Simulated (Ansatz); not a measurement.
# HoAlTe3: what a guessed cell relaxes into

Where does this trial cell of HoAlTe3 go when cell and atoms are let free?

Program: Ansatz 0.2.0. Level of theory: DFT PBE, scalar-relativistic, plane waves, PAW; 4f electrons in the core of a trivalent norm-conserving potential. These are calculated values, not measurements.

**1. Starting point**

It takes space group Pm-3m (No. 221, cubic). Conventional cell: a = 5.625 Å, b = 5.625 Å, c = 5.625 Å, α = 90.00°, β = 90.00°, γ = 90.00°. Around Ho (site symmetry m-3m) lie 12 Te at 3.98 Å. Around Al (site symmetry m-3m) lie 6 Te at 2.81 Å. Te (site symmetry 4/mmm) has 2 Al at 2.81 Å and 4 Ho at 3.98 Å in its first shell of neighbours.

Coordinates:

```xyz
5
Lattice="5.6252 0.0000 0.0000 0.0000 5.6252 0.0000 0.0000 0.0000 5.6252" Properties=species:S:1:pos:R:3 pbc="T T T"
Ho    2.8126    2.8126    2.8126
Al    0.0000    0.0000    0.0000
Te    2.8126    0.0000    0.0000
Te    0.0000    2.8126    0.0000
Te    0.0000    0.0000    2.8126
```

Recipe of the guess: random cell by space group and Wyckoff sites (Pm-3m, No. 221). Lengths come from tabulated atomic sizes and are only a guess.

**2. Probe: one point on a coarse mesh**

File input.yaml:

```yaml
crystal:
  lattice:
    - [5.62524044, 0.0, 0.0]
    - [0.0, 5.62524044, 0.0]
    - [0.0, 0.0, 5.62524044]
  atoms:
    - { symbol: Ho, position: [0.5, 0.5, 0.5] }
    - { symbol: Al, position: [0.0, 0.0, 0.0] }
    - { symbol: Te, position: [0.5, 0.0, 0.0] }
    - { symbol: Te, position: [0.0, 0.5, 0.0] }
    - { symbol: Te, position: [0.0, 0.0, 0.5] }
basis:
  ecutwfc: 690
kpoints:
  mp_grid: { grid: [4, 4, 4] }
hamiltonian:
  xc: pbe
  pseudopotentials:
    kind: paw
    azcp: { Ho: "pseudopotentials/pbe/nc/lanthanide_3plus/Ho.nc.azcp" }
scf:
  occupations: { method: gaussian, width: 0.1 }
  lower_state_search: "off"
output:
  forces: true
  stress: true
  eigenvalues: true
```

Run with:

```console
> ansatz run input.yaml --threads 1 --pin off --max-ram 2560MiB --backend cpu --events-out ev --progress --plain --runs-dir out
```

Further runs follow: rough relaxation on the coarse mesh; final relaxation.

Q: Predict the outcome of this session. Wanted: conventional cell; volume; energy over the elements; gap on the mesh.

As calculated:

| quantity | value |
| --- | --- |
| symmetry at the end (tolerance 0.05 Å) | space group Pm-3m (No. 221) |
| conventional cell | a = 5.317 Å, b = 5.317 Å, c = 5.317 Å, α = 90.00°, β = 90.00°, γ = 90.00° |
| volume | 30.05 Å³/atom |
| energy over the elements | -0.25 eV/atom |
| gap on the mesh | none (metal) |

In words: The space group Pm-3m (No. 221) is kept, and the volume per atom shrinks by 15.6 % from the first guess. A negative formation energy is needed for stability but isn't enough; other structures and compounds were not set against it here. No finished test with a distortion of lower symmetry is shown, so the end may be a saddle point. Spin-orbit coupling is left out for Ho, Te. The lanthanide's 4f electrons sit in the core of its potential, so it is trivalent by construction and shows no f bands or moments.

No U or exact exchange acts on the 4f shell of Ho, so a metallic reading can be the functional's.
